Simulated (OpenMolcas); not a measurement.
# WF6 (SMILES [F][W]([F])([F])([F])([F])[F]): RI-MP2/ANO-RCC-VDZP (DKH1, RICD fitting)

What is the energy change on altering one bond length of WF6 at RI-MP2/ANO-RCC-VDZP (DKH1, RICD fitting)? 

The results are computed with OpenMolcas 26.06.

## Step 1: The structure to begin with

The species is WF6 (7 atoms), meant as a singlet with charge 0. SMILES: `[F][W]([F])([F])([F])([F])[F]`. Geometry: a GFN2-xTB relaxation, a rough one for these elements and not checked as a minimum.

Bond lengths: F1–W2 1.837 Å, W2–F3 1.837 Å, W2–F4 1.838 Å, W2–F5 1.837 Å, W2–F6 1.837 Å, W2–F7 1.837 Å. Some angles: F1–W2–F3 90.1°, F1–W2–F4 89.9°, F1–W2–F5 90.0°, F1–W2–F6 89.9°, F1–W2–F7 179.8°, F3–W2–F4 89.9°, F3–W2–F5 179.8°, F3–W2–F6 89.9°, F3–W2–F7 90.0°, F4–W2–F5 90.1°.

## Step 2: Energy and gradient at RI-MP2/ANO-RCC-VDZP (DKH1, RICD fitting)

coord.xyz reads:

```xyz
7

F     -1.054020    -0.121820    -1.499900
W      0.000220     0.000000    -0.000110
F     -1.442340    -0.428130     1.054280
F      0.415260    -1.783830    -0.150170
F      1.446030     0.427120    -1.050300
F     -0.422570     1.781760     0.148830
F      1.057420     0.124880     1.497360
```

job.input reads:

```
* F6W RI-MP2
>>> EXPORT MOLCAS_PRINT=2

&GATEWAY
 Coord
 coord.xyz
 Basis
 ANO-RCC-VDZP
 Group
 NoSym
 RICD

&SEWARD
 Relativistic
 R01O00
 Expert

&SCF
 PrOrbitals
 0

&MBPT2
 Frozen
 36
 Grdt

&ALASKA
```

Launch:

```
$ export MOLCAS_MEM=1860
$ pymolcas job.input > job.log
```

The log of the run:

```text
--- Start Module: gateway ---
[...]
--- Stop Module: gateway /rc=_RC_ALL_IS_WELL_ ---
[...]
 ###    WARNING:  EXPERT option is ON!                                       ###
 ###############################################################################
               SEWARD will generate:
[...]
      Basis functions          152
[...]
       Convergence after  12 Iterations
[...]
::    Total SCF energy                             -16960.6051208994
[...]
      Total spin, S                                     0.0000000000
[...]
      Total electronic charge=  128.000000
      Total            charge=   -0.000000
[...]
--- Start Module: mbpt2 ---
[...]
WARNING!
Default frozen orbitals as non valence orbitals is overwritten by user input.
Default values:  36
[...]
       Reference weight ( Cref**2 )         =        0.70392
::    Total MBPT2 energy                           -16962.1961977493
[...]
      Dipole Moment (debye):
      Origin of the operator (angstrom)=    0.0001   -0.0000   -0.0001
                   X=  2.4996E-03               Y=  1.9189E-03               Z= -1.4600E-03           Total=  3.4730E-03
      Quadrupole Moment (debye*angstrom):
[...]
--- Stop Module: mbpt2 /rc=_RC_ALL_IS_WELL_ ---
[...]
--- Start Module: alaska ---
[...]
 *              Molecular gradients               *
 **************************************************
  Irreducible representation: a
 ------------------------------------------------------------------------------------------
                              X                       Y                       Z
 ------------------------------------------------------------------------------------------
  F1                4.83309980744906E-03    5.43000774013258E-04    6.80698911865107E-03
  W2                5.20329702501238E-05    1.69344632681749E-04   -4.63901612297139E-05
  F3                6.55776450166456E-03    1.93331500576654E-03   -4.73548562568737E-03
  F4               -1.98978194855215E-03    7.91452198971854E-03    6.14312671845418E-04
  F5               -6.51712659550441E-03   -1.93953161054594E-03    4.82628173040922E-03
  F6                1.85688018460617E-03   -8.15086096251605E-03   -6.41234208591968E-04
  F7               -4.79286892034736E-03   -4.69789829461220E-04   -6.82447352513549E-03
 ------------------------------------------------------------------------------------------
--- Stop Module: alaska /rc=_RC_ALL_IS_WELL_ ---
[...]
```

It took 3.7 min on 1 thread of Arm Neoverse V1, shared host; peak memory 0.6 GiB.

## Step 3: The distorted shape, same level

coord.xyz reads:

```xyz
7

F     -1.159721    -0.134306    -1.649620
W     -0.105481    -0.012486    -0.149830
F     -1.548041    -0.440616     0.904560
F      0.309559    -1.796316    -0.299890
F      1.340329     0.414634    -1.200020
F     -0.528271     1.769274    -0.000890
F      1.057420     0.124880     1.497360
```

job.inp reads:

```
&gateway
coord=coord.xyz
basis=ANO-RCC-VDZP
group=NoSym
ricd
&seward
relativistic=R01O00
expert
&scf
prorbitals=0
&mbpt2
frozen=36
grdt
&alaska
```

Launch:

```
$ export MOLCAS_MEM=1860
$ pymolcas job.inp > job.log
```

The log of the run:

```text
--- Start Module: gateway ---
[...]
--- Stop Module: gateway /rc=_RC_ALL_IS_WELL_ ---
[...]
 ###    WARNING:  EXPERT option is ON!                                       ###
 ###############################################################################
               SEWARD will generate:
[...]
      Basis functions          152
[...]
       Convergence after  13 Iterations
[...]
::    Total SCF energy                             -16960.5862492337
[...]
      Total spin, S                                     0.0000000000
[...]
      Total electronic charge=  128.000000
      Total            charge=   -0.000000
[...]
--- Start Module: mbpt2 ---
[...]
WARNING!
Default frozen orbitals as non valence orbitals is overwritten by user input.
Default values:  36
[...]
       Reference weight ( Cref**2 )         =        0.69886
::    Total MBPT2 energy                           -16962.1845580099
[...]
      Dipole Moment (debye):
      Origin of the operator (angstrom)=   -0.0988   -0.0117   -0.1402
                   X= -7.2248E-01               Y= -8.3136E-02               Z= -1.0287E+00           Total=  1.2598E+00
      Quadrupole Moment (debye*angstrom):
[...]
--- Stop Module: mbpt2 /rc=_RC_ALL_IS_WELL_ ---
[...]
--- Start Module: alaska ---
[...]
 *              Molecular gradients               *
 **************************************************
  Irreducible representation: a
 ------------------------------------------------------------------------------------------
                              X                       Y                       Z
 ------------------------------------------------------------------------------------------
  F1                1.41987305747904E-03    1.52126274235442E-04    1.94374737186109E-03
  W2               -3.45400866245891E-02   -3.93869204864095E-03   -4.89887912382851E-02
  F3                2.47899656969253E-03    8.84719161874159E-04   -3.75106525578417E-03
  F4               -1.97930912380606E-03    3.88979528938194E-03   -9.92291838684878E-04
  F5               -4.28168011673336E-03   -1.10802331565729E-03    1.17673580558630E-03
  F6                6.87250834552344E-06   -4.31529329681268E-03   -1.60445003999410E-03
  F7                3.68953337297100E-02    4.43536793514232E-03    5.22161151953711E-02
 ------------------------------------------------------------------------------------------
--- Stop Module: alaska /rc=_RC_ALL_IS_WELL_ ---
[...]
```

Wall time 3.7 min (1 thread of Arm Neoverse V1, shared host); peak memory 0.6 GiB.

## Step 4: Outcome

Level: RI-MP2/ANO-RCC-VDZP (DKH1, RICD fitting), 36 core orbitals frozen.

```
                                                         quantity            value
                                        first shape: total energy  -16962.19620 Eh
                  first shape: dipole moment (mean-field density)           0.00 D
                 first shape: HOMO energy (Hartree–Fock orbitals)        -19.00 eV
                 first shape: LUMO energy (Hartree–Fock orbitals)         -2.87 eV
               first shape: HOMO–LUMO gap (Hartree–Fock orbitals)         16.14 eV
        first shape: correlation energy (36 core orbitals frozen)      -1591.1 mEh
                            first shape: largest force on an atom       0.431 eV/Å
                                    distorted shape: total energy  -16962.18456 Eh
              distorted shape: dipole moment (mean-field density)           1.33 D
             distorted shape: HOMO energy (Hartree–Fock orbitals)        -18.16 eV
             distorted shape: LUMO energy (Hartree–Fock orbitals)         -3.40 eV
           distorted shape: HOMO–LUMO gap (Hartree–Fock orbitals)         14.76 eV
    distorted shape: correlation energy (36 core orbitals frozen)      -1598.3 mEh
                        distorted shape: largest force on an atom       3.296 eV/Å
energy change with the W2–F7 bond stretched from 1.837 to 2.021 Å         0.317 eV
```

What this shows: With the W2–F7 bond stretched from 1.837 to 2.021 Å the energy rises by 0.32 eV (30.6 kJ/mol). The first shape isn't relaxed at this level, so the change isn't measured from a minimum. The largest force (first shape) is 0.43 eV/Å: the shape isn't a stationary point for this species at this level. Mulliken charges (distorted shape) of the mean-field density run from -0.55 on F7 to +2.90 on W2.
